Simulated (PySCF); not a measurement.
# C2H7AlS: electronic excitations and core binding energies

Aim: predict the electronic excitations and core binding energies of C2H7AlS (`CC[S][AlH2]`).

The runs use PySCF 2.14.0, with density-fitted response routines of our own; the level of theory stands in each step. All values are computed, except where a source is named. Atoms count from 0, in the outputs and in this text.

## Step 1: The starting structure

11 atoms, charge 0, multiplicity 1; geometry from: GFN2-xTB.

Bonds of the start (Å): C0–C1 1.51, C1–S2 1.85, S2–Al3 2.19, C0–H4 1.09, C0–H5 1.10, C0–H6 1.09, C1–H7 1.09, C1–H8 1.09, Al3–H9 1.54, Al3–H10 1.54.

## Step 2: Excited states and response: CAM-B3LYP/def2-SVPD

Job settings and geometry (Å):

```
{"job": {"kind": "uv", "xc": "CAM-B3LYP", "basis": "def2-SVPD", "nstates": 8, "ntriplets": 3}, "charge": 0, "multiplicity": 1}
C     -0.960803     0.584868    -0.035990
C     -0.924141    -0.903770    -0.303399
S      0.726559    -1.665920     0.046985
Al     1.963802     0.143192     0.060908
H     -1.956038     0.983445    -0.230765
H     -0.247423     1.109089    -0.686987
H     -0.691597     0.795595     1.001595
H     -1.623830    -1.432796     0.341991
H     -1.164774    -1.128378    -1.341335
H      2.815904     0.508768    -1.168502
H      2.067764     1.008577     1.329454
```

With the program's defaults for keys left out, this is: TDDFT CAM-B3LYP/def2-SVPD, vertical, gas phase, core orbitals frozen in the response.

On the command line:

```
$ OMP_NUM_THREADS=1 python probes_run.py task.json out
```

One launch serves the whole session: the jobs run in the order shown.

**Question.** This job is followed by: delta-SCF UKS SCAN, pcX-2 on the ionised atom, pcseg-1 elsewhere, spin-free X2C. Predict these results of the whole session: lowest singlet (CAM-B3LYP/def2-SVPD); brightest single state of those computed; lowest triplet; C1s binding energies, SCAN/pcX-2; S1s binding energies, SCAN/pcX-2; S2p binding energies, SCAN/pcX-2; Al1s binding energies, SCAN/pcX-2; Al2p binding energies, SCAN/pcX-2.

As calculated:

```
                                quantity                        value
    lowest singlet (CAM-B3LYP/def2-SVPD)  3.83 eV (324 nm), f = 0.001
brightest single state of those computed  state 4, 5.96 eV, f = 0.040
                          lowest triplet                      3.61 eV
        C1s binding energies, SCAN/pcX-2      C1 291.51, C0 291.40 eV
        S1s binding energies, SCAN/pcX-2                S2 2476.00 eV
        S2p binding energies, SCAN/pcX-2                 S2 168.59 eV
       Al1s binding energies, SCAN/pcX-2               Al3 1567.13 eV
       Al2p binding energies, SCAN/pcX-2                 Al3 80.76 eV
```

What this shows: The first singlet state (HOMO→LUMO 0.96) lies at 3.83 eV and is weak; of the 8 states computed, the strongest absorption comes from state 4 at 5.96 eV. The lowest triplet lies 0.22 eV below the lowest singlet (triplets in Tamm-Dancoff, singlets in full TDDFT). The C1s levels kept as sound span 0.11 eV, from C0 (methyl carbon) up to C1 (sp3 CH2 bonded to S).
